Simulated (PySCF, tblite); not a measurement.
# C₅H₉NSi: geometry, infrared bands and NMR shifts

What infrared bands and NMR shifts should C₅H₉NSi (`C=C1[SiH2]N(C)C1=C`) show?

The runs use tblite 0.8.0 and PySCF 2.14.0, with density-fitted response routines of our own; the level of theory stands in each step. All values are computed, except where a source is named. Atoms count from 0, in the outputs and in this text.

## 1. The starting structure

16 atoms, charge 0, multiplicity 1; geometry from: force field or distance geometry start.

Bonds of the start (Å): C0–C1 1.30, C1–Si2 1.86, Si2–N3 1.80, N3–C4 1.46, N3–C5 1.43, C5–C6 1.35, C5–C1 1.48, C0–H7 1.09, C0–H8 1.09, Si2–H9 1.46, Si2–H10 1.46, C4–H11 1.12, C4–H12 1.10, C4–H13 1.09, C6–H14 1.08, C6–H15 1.08.

## 2. Optimising the geometry with GFN2-xTB

Job settings and geometry (Å):

```
{"job": {"kind": "relax", "xc": "GFN2-xTB", "basis": "xTB"}, "charge": 0, "multiplicity": 1}
C     -2.376400     0.656400    -0.173900
C     -1.235100     0.050100    -0.266100
Si    -0.520800    -1.660200    -0.136300
N      0.707000    -0.433700     0.338600
C      1.843600    -0.462800     1.260700
C      0.128300     0.557600    -0.512100
C      0.610900     1.572200    -1.260400
H     -2.418600     1.743200    -0.298900
H     -3.291500     0.093500     0.025500
H     -1.091500    -2.470800     0.932000
H     -0.242200    -2.324800    -1.403000
H      1.474900     0.087100     2.170100
H      2.708900     0.072500     0.842600
H      2.093700    -1.469600     1.599100
H      1.663000     1.797900    -1.310600
H     -0.062000     2.200300    -1.818700
```

The run is started by

```
$ OMP_NUM_THREADS=1 python probes_run.py task.json out
```

One launch serves the whole session: the jobs run in the order shown.

**Question.** This job is followed by: GFN2-xTB harmonic vibrations, gas phase; GIAO PBE0/pcSseg-1 NMR shielding, non-relativistic, gas phase. Predict these results of the whole session: strongest single infrared mode (GFN2-xTB); zero-point energy (GFN2-xTB); 13C shifts against TMS (PBE0/pcSseg-1); 1H shifts against TMS (PBE0/pcSseg-1, means over atoms taken as alike); 29Si shifts against TMS (PBE0/pcSseg-1); 15N shifts against NH3 (PBE0/pcSseg-1).

**Answer**, as computed:

```
                                                              quantity                                   value
                             strongest single infrared mode (GFN2-xTB)                   2231 cm⁻¹, 508 km/mol
                                          zero-point energy (GFN2-xTB)                           76.4 kcal/mol
                                13C shifts against TMS (PBE0/pcSseg-1)     163.8, 152.1, 125.3, 71.5, 32.2 ppm
1H shifts against TMS (PBE0/pcSseg-1, means over atoms taken as alike)  6.29, 5.61, 5.43, 4.21, 3.74, 2.79 ppm
                               29Si shifts against TMS (PBE0/pcSseg-1)                               -19.9 ppm
                                15N shifts against NH3 (PBE0/pcSseg-1)                                92.7 ppm
```

In words: Over 69 steps the energy fell by 0.976 eV; of the close pairs, Si2–N3 changed most, 1.799 to 1.741 Å. All 42 modes are real, so the xTB geometry is a minimum. The strongest single mode, at 2231 cm⁻¹, moves mainly H9 and H10. Unscaled tight-binding wavenumbers are off by several per cent, some by more. Its intensities can rank the bands wrongly. At PBE0/pcSseg-1: The widest tensor belongs to C0: span 221 ppm, with a paramagnetic part of -193 ppm.
